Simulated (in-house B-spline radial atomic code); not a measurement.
# Ta⁹⁺: ionisation energy by several methods

Wanted: one ionisation energy, Ta⁹⁺ to configuration [Kr] 4d10 4f13 5s2 5p2, up the ladder of functionals.

The numbers are computed with in-house B-spline radial atomic code version 1 (non-relativistic, several functionals, spin-polarised, exact exchange averaged over the configuration; spherical all-electron atom at the radial basis limit), except any that are marked as measured or tabulated.

## 1. Starting point

```
element       : tantalum (Z = 73)
charge        : +9
electrons     : 64
configuration : [Kr] 4d10 4f13 5s2 5p3
nucleus       : point
```

The outer shells:

[Kr] 4d10 4f13 5s2 5p3
```
[Kr] core
4d [↑↓][↑↓][↑↓][↑↓][↑↓]
4f [↑↓][↑↓][↑↓][↑↓][↑↓][↑↓][↑ ]
5s [↑↓]
5p [↑ ][↑ ][↑ ]
```

Where spins are not typed, each open shell is filled with up spins first.

## 2. CAM-B3LYP, a range-separated hybrid

The run's settings:

```ini
Z = 73
electrons = 64.0
configuration = [Kr] 4d10 4f13 5s2 5p3
hamiltonian = nr
method = camb3lyp
spin_polarised = True
exact_exchange = averaged over the configuration
```

Launch:

```bash
> python run_scf.py task.json out
```

One command runs all members of the session, one after another, from task.json.

## 3. B97-1, a global hybrid

Settings: those of step 2 with these lines changed.

```diff
@@ -4,3 +4,3 @@
 hamiltonian = nr
-method = camb3lyp
+method = b97_1
 spin_polarised = True
```

## 4. PBE0, a global hybrid

Settings: those of step 3 with these lines changed.

```diff
@@ -4,3 +4,3 @@
 hamiltonian = nr
-method = b97_1
+method = pbe0
 spin_polarised = True
```

## 5. M06-2X, a global hybrid

Settings: those of step 4 with these lines changed.

```diff
@@ -4,3 +4,3 @@
 hamiltonian = nr
-method = pbe0
+method = m062x
 spin_polarised = True
```

## 6. BHandHLYP, a global hybrid

Settings: those of step 5 with these lines changed.

```diff
@@ -4,3 +4,3 @@
 hamiltonian = nr
-method = m062x
+method = bhandhlyp
 spin_polarised = True
```

## 7. LC-ωPBE, a range-separated hybrid

Settings: those of step 6 with these lines changed.

```diff
@@ -4,3 +4,3 @@
 hamiltonian = nr
-method = bhandhlyp
+method = lc_wpbe
 spin_polarised = True
```

**Question.** The tabulated ionisation energy is 180 ± 9 eV (tabulated theoretical; NIST Atomic Spectra Database). What does each method give, and which comes nearest?

**Answer**, as computed:

| method | rung | total energy (hartree) | ΔSCF (eV) | −ε highest (eV) | ΔSCF less tabulated (eV) |
| --- | --- | --- | --- | --- | --- |
| B97-1 | global hybrid | -14780.1407 | 176.81 | 169.67 (5p up) | -3.19 |
| PBE0 | global hybrid | -14780.0016 | 176.96 | 170.19 (5p up) | -3.04 |
| M06-2X | global hybrid | -14781.6128 | 177.83 | 173.79 (5p up) | -2.17 |
| BHandHLYP | global hybrid | -14780.3876 | 176.88 | 172.47 (5p up) | -3.12 |
| CAM-B3LYP | range-separated hybrid | -14780.9060 | 176.91 | 171.59 (5p up) | -3.09 |
| LC-ωPBE | range-separated hybrid | -14779.4899 | 176.77 | 172.89 (5p up) | -3.23 |

Tables give 180 ± 9 eV (tabulated theoretical; NIST Atomic Spectra Database) for the ionisation energy. M06-2X misses by -2.17 eV, the least, and LC-ωPBE by -3.23 eV (1.8 %), the most. The table's own uncertainty is as large as these misses, so the order means little. All methods miss on the same side by much the same amount, which points to something that they share. These runs lack relativity altogether, which can outweigh the gaps between the methods, so the nearest may be so by luck. These runs leave out relativity, which matters at this nuclear charge. Open shells are averaged (over orientations, and over spins where the run is restricted), while tables refer to the lowest levels.
